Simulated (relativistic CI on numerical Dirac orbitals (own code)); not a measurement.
**Ta⁴⁺ (5d) in crystal fields: levels and magnetism**

Aim: the levels, ground state and powder susceptibility of Ta⁴⁺ in 6 parametric crystal fields.

Method: Dirac-Coulomb-Breit CI, KLI orbitals optimised for each configuration, model QED (radiative potential, 1s self-energy scaled to tabulated hydrogen-like ionisation energies), valence Slater integrals scaled by 0.9, one configuration in a parametric crystal field. Code: relativistic CI on numerical Dirac orbitals (own code) version 3.

### 1 What is computed

```
ion            : Ta⁴⁺ (Ta V)
nuclear charge : 73
electrons      : 69
open shell     : 5d
Slater scale   : 0.9
field 1 (cm⁻¹) : Oh, 10Dq = 8500
field 2 (cm⁻¹) : Oh, 10Dq = 15300
field 3 (cm⁻¹) : Oh, 10Dq = 22100
field 4 (cm⁻¹) : Oh, 10Dq = 28900
field 5 (cm⁻¹) : Oh, 10Dq = 35700
field 6 (cm⁻¹) : Oh, 10Dq = 42500
```

The outer shells:

[Xe] 4f14 5d1
```
[Xe] core
4f [↑↓][↑↓][↑↓][↑↓][↑↓][↑↓][↑↓]
5d [↑ ][  ][  ][  ][  ]
```

### 2 Field 1: Oh, 10Dq = 8500

The run's settings:

```ini
atom Ta  Z=73  charge=4  electrons=69
nucleus A=181  rms_radius_fm=5.3507
hamiltonian dirac-coulomb  breit=on  qed=on  c_scale=1
orbitals kli  potential=per-configuration
slater_scale 0.9
correlation none
mixing on
configurations
  [Xe] 4f14 5d
end
crystal_field Oh 10Dq=8500
```

### 3 Field 2: Oh, 10Dq = 15300

Changes to the settings of step 2:

```diff
@@ -10,2 +10,2 @@
 end
-crystal_field Oh 10Dq=8500
+crystal_field Oh 10Dq=15300
```

### 4 Field 3: Oh, 10Dq = 22100

Changes to the settings of step 3:

```diff
@@ -10,2 +10,2 @@
 end
-crystal_field Oh 10Dq=15300
+crystal_field Oh 10Dq=22100
```

### 5 Field 4: Oh, 10Dq = 28900

Changes to the settings of step 4:

```diff
@@ -10,2 +10,2 @@
 end
-crystal_field Oh 10Dq=22100
+crystal_field Oh 10Dq=28900
```

### 6 Field 5: Oh, 10Dq = 35700

Changes to the settings of step 5:

```diff
@@ -10,2 +10,2 @@
 end
-crystal_field Oh 10Dq=28900
+crystal_field Oh 10Dq=35700
```

### 7 Field 6: Oh, 10Dq = 42500

Changes to the settings of step 6:

```diff
@@ -10,2 +10,2 @@
 end
-crystal_field Oh 10Dq=35700
+crystal_field Oh 10Dq=42500
```

(Steps that only read results are left out.)

What does the calculation give? Wanted: ground spin.

As calculated:

| field | ground state | degeneracy | S | J | first gap (cm⁻¹) | stabilisation (cm⁻¹) | χT at 2 K | χT at 300 K |
| --- | --- | --- | --- | --- | --- | --- | --- | --- |
| 1: Oh | G8 | 4 | 0.50 | 1.69 | 4339 | -1837 | 0.111 | 0.141 |
| 2: Oh | G8 | 4 | 0.50 | 1.78 | 4034 | -4252 | 0.050 | 0.086 |
| 3: Oh | G8 | 4 | 0.50 | 1.83 | 3895 | -6833 | 0.027 | 0.066 |
| 4: Oh | G8 | 4 | 0.50 | 1.86 | 3817 | -9475 | 0.017 | 0.057 |
| 5: Oh | G8 | 4 | 0.50 | 1.87 | 3767 | -12144 | 0.012 | 0.053 |
| 6: Oh | G8 | 4 | 0.50 | 1.88 | 3732 | -14830 | 0.009 | 0.050 |

χT is in cm³ K/mol; stabilisation counts from the free ion's lowest level; S and J come from the expectation values of their squares.

| quantity | value |
| --- | --- |
| ground spin (effective S from ⟨S²⟩) | 1: 0.50, 2: 0.50, 3: 0.50, 4: 0.50, 5: 0.50, 6: 0.50 |
| χT at 300 K | 0.05 to 0.14 cm³ K/mol |

In words: All fields leave the ground state at S = 1/2. The field is a set of parameters, without covalency or charge transfer.
